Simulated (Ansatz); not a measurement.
Working through a ladder of methods at one geometry of C₂H₆AlO, SMILES C[CH2][Al][OH]

With the Python package of Ansatz (0.2.0).

Run as a notebook:

```python
import warnings

import ansatz as az
```

```python
warnings.simplefilter("ignore", az.DeckWarning)
```

```python
geometry = (
    az.Crystal.molecule()
    .atom("C", (-0.9542, 0.5051, 0.0303))
    .atom("C", (-0.2561, -0.4638, 0.8736))
    .atom("Al", (1.3748, -1.1026, -0.0542))
    .atom("O", (1.9136, -0.4563, -1.7092))
    .atom("H", (-1.3051, 0.0819, -0.9629))
    .atom("H", (-1.9152, 0.9013, 0.5538))
    .atom("H", (-0.3362, 1.438, -0.1782))
    .atom("H", (-0.8678, -1.3177, 1.0719))
    .atom("H", (0.0377, 0.0248, 1.8816))
    .atom("H", (2.3916, 0.3382, -1.5038))
)

setup = (
    geometry.calculation()
    .basis(gaussian="def2-SVP")
    .spin("collinear", total=1)
)

methods = ["mp2", "ccsd", "ccsd_t"]
batch = az.Session.batch([setup.correlation(m).input() for m in methods])
reports = sorted(batch.plan().execute().molecular_reports, key=lambda each: each["member"])
print(f"Hartree-Fock reference {reports[0]['reference_energy_ev'] / 27.211386246:.6f} Ha")
best = reports[-1]["free_energy_ev"] - reports[-1]["reference_energy_ev"]
for method, each in zip(methods, reports):
    gained = each["free_energy_ev"] - each["reference_energy_ev"]
    print(f"{method:8s} total {each['free_energy_ev'] / 27.211386246:.6f} Ha  correlation {gained:9.4f} eV  ({100 * gained / best:.1f} % of the last)")
```

    Hartree-Fock reference -395.807511 Ha
    mp2      total -396.337437 Ha  correlation  -14.4200 eV  (90.5 % of the last)
    ccsd     total -396.377752 Ha  correlation  -15.5170 eV  (97.4 % of the last)
    ccsd_t   total -396.393266 Ha  correlation  -15.9392 eV  (100.0 % of the last)

Reading the output:
- Total energies depend on the basis set; only differences at equal settings carry meaning.
- The geometry is a force-field or estimated start, not a minimum of this method, and the basis set is short of its limit. A lower total doesn't mark the better method: functionals have no common bound, and MP2 and coupled cluster aren't variational.
- The species is open-shell (spin multiplicity 2).
- Inner cores stay frozen, so this is valence correlation.

(Lines on the test bed's own set-up are left out of the output.)
